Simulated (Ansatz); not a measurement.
## CsLuS₂, space group P6_3/mmc: an SCF with error handling

Program: Ansatz 0.2.0 through its Python package.

Script `robust_cslus2.py`:
```python
"""Fall back on smearing if CsLuS2 turns out to have no gap."""

import warnings

import ansatz

FUNCTIONAL = "PBEsol"
MESH = (5, 5, 1)


def main() -> None:
    lattice = ansatz.Lattice.of(
        (3.989212, 0.0, 0.0),
        (-1.994606, 3.454759, 0.0),
        (0.0, 0.0, 16.056576),
    )
    sites = [
        ("Cs", (1 / 3, 2 / 3, 0.25)),
        ("Cs", (2 / 3, 1 / 3, 0.75)),
        ("Lu", (0.0, 0.0, 0.5)),
        ("Lu", (0.0, 0.0, 0.0)),
        ("S", (1 / 3, 2 / 3, 0.910882)),
        ("S", (2 / 3, 1 / 3, 0.089118)),
        ("S", (2 / 3, 1 / 3, 0.410882)),
        ("S", (1 / 3, 2 / 3, 0.589118)),
    ]
    xtal = ansatz.Crystal(lattice=lattice)
    for symbol, position in sites:
        xtal = xtal.atom(symbol, position)

    calc = (
        xtal.calculation()
        .functional(FUNCTIONAL)
        .pseudopotentials("paw")
        .kpoints(*MESH, center="gamma")
    )

    warnings.simplefilter("ignore")
    r = None
    try:
        res = calc.occupations("fixed").scf(max_iterations=60).band_table().run(threads=1, backend="cpu")
        kinds = {n["data"]["kind"] for n in res.notices if n["data"].get("severity") != "audit"}
        print("fixed occupations: gap by band count", round(res.report["gap_by_band_count_ev"], 3), "eV, notices", sorted(kinds))
        if res.report["gap_by_band_count_ev"] > 0.1:
            r = res.report
    except ansatz.AnsatzError as error:
        print(type(error).__name__, "under fixed occupations:", str(error)[:140])
    if r is None:
        r = calc.occupations("cold", width=0.1).run(threads=1, backend="cpu").report
        print("smeared: TS =", round(r["entropy_ts_ev"], 5), "eV")
    print(f"F = {r['free_energy_ev']:.5f} eV")


if __name__ == "__main__":
    main()
```

`python robust_cslus2.py` gives:
```text
fixed occupations: gap by band count 2.097 eV, notices []
F = -43948.85926 eV
```

Caveats:
- Absolute energies stand on the zero of these potentials, so only differences at equal settings mean something. A total without «per atom» is that of the cell as typed.
- Along an axis with an odd division the mesh misses the point at one half; a gap read on a finite mesh is an upper bound on this functional's gap.
- Semilocal gaps usually lie well under measured ones.
- The structure comes from a database of computed cells and needn't be a stable or known phase.
- Levels are Kohn-Sham eigenvalues on this mesh, without spin-orbit coupling.
- Hardware and time: 4.2 s on 1 thread of Intel(R) Xeon(R) Platinum 8488C (Sapphire Rapids) (shared host), peak memory 0.53 GiB.
